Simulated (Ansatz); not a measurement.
**Cl2F2SW: basis-set convergence**

One table from this session's results is given with a row withheld; the runs are named, their logs left out.

The runs use Ansatz 0.2.0, Gaussian basis; one geometry, several basis sets.

Plan: PBE0-D4/def2-SVP; ωB97M-V/def2-SVP; PBE0-D4/def2-QZVPP; ωB97M-V/def2-QZVPP; the functionals' def2-TZVPP values are taken from earlier runs.

## The relaxed structure

The geometry comes from an earlier relaxation with PBE0-D4 in a triple-zeta def2 set; it is a stationary point. W takes the def2 core potential; no spin-orbit term is included.

SMILES `[F][W]([F])(=[S])([Cl])[Cl]`, 6 atoms, charge 0, spin multiplicity 1.

Atoms are counted from 1 here; the program's logs count them from 0.

Bond lengths: F1–W2 1.856 Å, W2–F3 1.856 Å, W2–S4 2.088 Å, W2–Cl5 2.274 Å, W2–Cl6 2.274 Å. Angles: F1–W2–F3 83.2°, F1–W2–S4 105.9°, F1–W2–Cl5 149.5°, F1–W2–Cl6 85.9°, F3–W2–S4 105.9°, F3–W2–Cl5 85.9°, F3–W2–Cl6 149.5°, S4–W2–Cl5 104.5°, S4–W2–Cl6 104.5°, Cl5–W2–Cl6 89.3°.

Set-up of the first run:

File in.yaml:

```yaml
crystal:
  periodic: [false, false, false]
  atoms:
    - {symbol: F, position_ang: [-0.108820, -0.978954, 1.630805]}
    - {symbol: W, position_ang: [0.032831, -0.063617, 0.022621]}
    - {symbol: F, position_ang: [1.831272, -0.488963, 0.192444]}
    - {symbol: S, position_ang: [-0.723299, -1.351886, -1.436085]}
    - {symbol: Cl, position_ang: [0.741973, 1.759397, -1.137573]}
    - {symbol: Cl, position_ang: [-1.773968, 1.124024, 0.727788]}
basis:
  gaussian: {orbitals: def2-SVP}
hamiltonian: {xc: pbe0, dispersion: d4}
output: {orbitals: {seedname: orbitals}}
```

Started as:

```sh
> ansatz run in.yaml --threads 4 --pin off --events-out ev --progress --plain --max-ram 10444MiB
```

Among the steps run: PBE0-D4 in def2-SVP; ωB97M-V in def2-SVP; PBE0-D4 in def2-QZVPP; ωB97M-V in def2-QZVPP.

One of the session's tables, all rows but one given; the rest of the session is left out.

It belongs to the step «Functionals by basis». 

| functional | basis | HOMO (eV) | LUMO (eV) |
| --- | --- | --- | --- |
| PBE0-D4 | def2-SVP | -9.15 | -4.34 |
| PBE0-D4 | def2-TZVPP | ? | ? |
| PBE0-D4 | def2-QZVPP | -9.06 | -4.21 |
| ωB97M-V | def2-SVP | -11.17 | -2.17 |
| ωB97M-V | def2-TZVPP | -11.12 | -2.06 |
| ωB97M-V | def2-QZVPP | -11.13 | -2.09 |

Estimate the missing values for PBE0-D4, def2-TZVPP.

As computed: HOMO (eV): -9.05; LUMO (eV): -4.19. In the column «HOMO (eV)» it is the highest.
